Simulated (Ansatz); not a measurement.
**SiSe (SMILES [Si][Se]): CCSD/aug-cc-pVTZ**

What is the electronic atomisation energy of SiSe at CCSD/aug-cc-pVTZ? 

The results are computed with Ansatz 0.2.0.

20 further runs of the same task are left out: 20 set aside as unsound or not needed.

### 1 The molecule

SiSe has 2 atoms, charge 0, and is taken as a singlet. SMILES: `[Si][Se]`. The coordinates come from a PBE0-D4/def2-TZVP relaxation.

Bond lengths: Si1–Se2 2.062 Å.

### 2 The energy at CCSD/aug-cc-pVTZ

in.yaml

```yaml
crystal:
  periodic: [false, false, false]
  atoms:
    - symbol: Si
      position_ang: [0.000000, 0.000000, 0.031440]
    - symbol: Se
      position_ang: [-0.000000, -0.000000, 2.093090]
basis:
  gaussian: {orbitals: aug-cc-pVTZ}
correlation: {method: ccsd, frozen_orbitals: {Se: 9, Si: 5}}
accuracy: high
scf: {omitted_lower_state_checks: [cluster_reference, increment]}
```

Started as:

```
$ ansatz run in.yaml --threads 1 --pin off --max-ram 3480MiB --events-out events.jsonl --progress --plain --runs-dir runs
```

What it wrote:

```text
Warning: RAYON_NUM_THREADS=1 ignored (pool sized by the plan → 1); use --threads N
[... 12 lines left out ...]
14 core orbitals not correlated: weight in the atoms' cores, before any rotation towards them, 1.000 or more for the frozen orbitals, at most 0.000 for the correlated occupied ones
[... 23 lines left out ...]
Total energy: -73176.14611894 eV, -2689.1737692977 hartree
Checks for a lower state left out: cluster_reference, increment
```

It took 11 s on 1 thread of Arm Neoverse V1, shared host; peak memory 0.5 GiB.

### 3 The Se atom at the same level

run.yaml

```yaml
basis:
  gaussian:
    orbitals: aug-cc-pVTZ
crystal:
  periodic: [false, false, false]
  atoms:
    - symbol: Se
      position_ang: [0.000000, 0.000000, 0.000000]
accuracy: high
scf:
  omitted_lower_state_checks: [cluster_reference, increment]
correlation:
  method: ccsd
  frozen_orbitals: {Se: 9}
magnetization:
  spin_polarized: true
  initial_magnetization: 2
```

Started as:

```
$ ansatz run run.yaml --threads 1 --pin off --max-ram 3480MiB --events-out events.jsonl --progress --plain --runs-dir runs
```

What it wrote:

```text
Warning: RAYON_NUM_THREADS=1 ignored (pool sized by the plan → 1); use --threads N
[... 13 lines left out ...]
9 core orbitals not correlated: weight in the atoms' cores, before any rotation towards them, 1.000 or more for the frozen orbitals, at most 0.000 for the correlated occupied ones
[... 18 lines left out ...]
Total energy: -65308.79062016 eV, -2400.0537874027 hartree
Checks for a lower state left out: cluster_reference, increment
```

Wall time 3.3 s (1 thread of Arm Neoverse V1, shared host); peak memory 0.19 GiB.

### 4 The Si atom, same level

job.yaml

```yaml
crystal:
  periodic: [false, false, false]
  atoms:
    - {symbol: Si, position_ang: [0.000000, 0.000000, 0.000000]}
basis:
  gaussian: {orbitals: aug-cc-pVTZ}
magnetization: {spin_polarized: true, initial_magnetization: 2}
correlation: {method: ccsd, frozen_orbitals: {Si: 5}}
accuracy: high
scf: {omitted_lower_state_checks: [cluster_reference, increment]}
```

Run the same way, it converges to -288.93128 Eh (log not shown).

### 5 What came out

Level: CCSD/aug-cc-pVTZ, 14 core orbitals frozen.

```
                                              quantity           value
                                molecule: total energy  -2689.17377 Eh
molecule: correlation energy (14 core orbitals frozen)      -326.1 mEh
                               molecule: T1 diagnostic           0.017
                                 Se atom: total energy  -2400.05379 Eh
  Se atom: correlation energy (9 core orbitals frozen)      -181.2 mEh
            Se atom: ⟨S²⟩ of the reference determinant           2.012
                                Se atom: T1 diagnostic           0.007
                                 Si atom: total energy   -288.93128 Eh
  Si atom: correlation energy (5 core orbitals frozen)       -74.7 mEh
            Si atom: ⟨S²⟩ of the reference determinant           2.015
                                Si atom: T1 diagnostic           0.012
                         electronic atomisation energy        5.135 eV
```

Taking the molecule apart into free atoms costs 5.13 eV (118 kcal/mol), before zero-point energy and without spin-orbit coupling.
